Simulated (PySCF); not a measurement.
**UPBE/STO-3G run of SnH2Cl (SMILES [Cl][SnH2])**

What is the vertical ionisation energy of SnH2Cl at UPBE/STO-3G? The job is set up through a Python script.

The calculation is run with PySCF 2.14.0.

7 further runs of the same task are left out: 1 that didn't finish, 6 set aside as unsound or not needed.

### 1 The system as given

SnH2Cl: 4 atoms, total charge 0, spin state doublet. SMILES: `[Cl][SnH2]`. The shape is that of a PBE0-D4/def2-TZVP optimisation.

Bond lengths: Cl1–Sn2 2.343 Å, Sn2–H3 1.723 Å, Sn2–H4 1.723 Å. Angles: Cl1–Sn2–H3 105.0°, Cl1–Sn2–H4 105.0°, H3–Sn2–H4 111.9°.

### 2 A single-point energy at UPBE/STO-3G

run.py

```python
from pyscf import gto, dft

molecule = gto.M(
    atom='''
Cl    -3.557598     0.752867    -1.105490
Sn     0.718096    -0.339395    -0.750410
H      0.779512    -2.834589     1.340950
H      2.164681     2.307356     0.476400
''',
    basis='sto-3g',
    unit='bohr',
    spin=1,
    max_memory=1860,
    verbose=3,
)

ks = dft.UKS(molecule, xc='pbe')
ks.conv_tol = 1e-10
ks.grids.level = 5
ks.kernel()
if not ks.converged:
    ks = ks.newton().run(ks.mo_coeff, ks.mo_occ)

etot = ks.e_tot
print('E = %.10f Eh' % etot)
```

Run with:

```console
OMP_NUM_THREADS=1 python run.py
```

Log:

```text
WARN: HOMO -0.474431686863911 >= LUMO -0.474431686863967

converged SCF energy = -6420.90309530401  <S^2> = 0.75063704  2S+1 = 2.0006369
E = -6420.9030953040 Eh
```

Wall time 7.5 s (1 thread of Arm Neoverse V2, shared host); peak memory 0.28 GiB.

### 3 The singlet cation

input.xyz

```xyz
4
ClH2Sn
Cl    -1.882600     0.398400    -0.585000
Sn     0.380000    -0.179600    -0.397100
H      0.412500    -1.500000     0.709600
H      1.145500     1.221000     0.252100
```

calc.py

```python
from pyscf import gto, dft

mol = gto.M(
    atom='input.xyz',
    charge=1,
    verbose=3,
    spin=0,
    basis='sto-3g',
    max_memory=1860,
)

myscf = dft.RKS(mol)
myscf.xc = 'pbe'
myscf.conv_tol = 1e-10
myscf.grids.level = 5
myscf.kernel()
if not myscf.converged:
    myscf = myscf.newton().run(myscf.mo_coeff, myscf.mo_occ)

energy = myscf.e_tot
print(f'total energy: {energy:.8f} hartree')
```

Run with:

```console
OMP_NUM_THREADS=1 python calc.py
```

Log:

```text
converged SCF energy = -6420.66527305016
total energy: -6420.66527305 hartree
```

It took 4.2 s on 1 thread of Arm Neoverse V2, shared host; peak memory 0.27 GiB.

### 4 Results

Level: UPBE/STO-3G.

| quantity | value |
| --- | --- |
| doublet SnH2Cl: total energy | -6420.90310 Eh |
| doublet SnH2Cl: dipole moment | 2.97 D |
| doublet SnH2Cl: HOMO energy (highest over α and β) | -2.78 eV |
| doublet SnH2Cl: LUMO energy (lowest over α and β) | -1.31 eV |
| doublet SnH2Cl: ⟨S²⟩ | 0.751 |
| singlet cation: total energy | -6420.66527 Eh |
| singlet cation: HOMO energy | -11.73 eV |
| singlet cation: LUMO energy | -10.01 eV |
| singlet cation: HOMO–LUMO gap | 1.72 eV |
| vertical ionisation energy (to the singlet cation) | 6.471 eV |

What this shows: The vertical ionisation energy comes to 6.47 eV (624 kJ/mol). Only the singlet of the ionised species was computed; a triplet could lie lower. In a minimal basis such a difference can be off by several eV, whatever the method. Relativity is left out (doublet SnH2Cl) although the molecule holds a heavy atom. Mulliken charges (singlet cation) run from -0.10 on Cl1 to +1.08 on Sn2; they depend strongly on the basis. Relativity is left out (singlet cation) although the molecule holds a heavy atom.
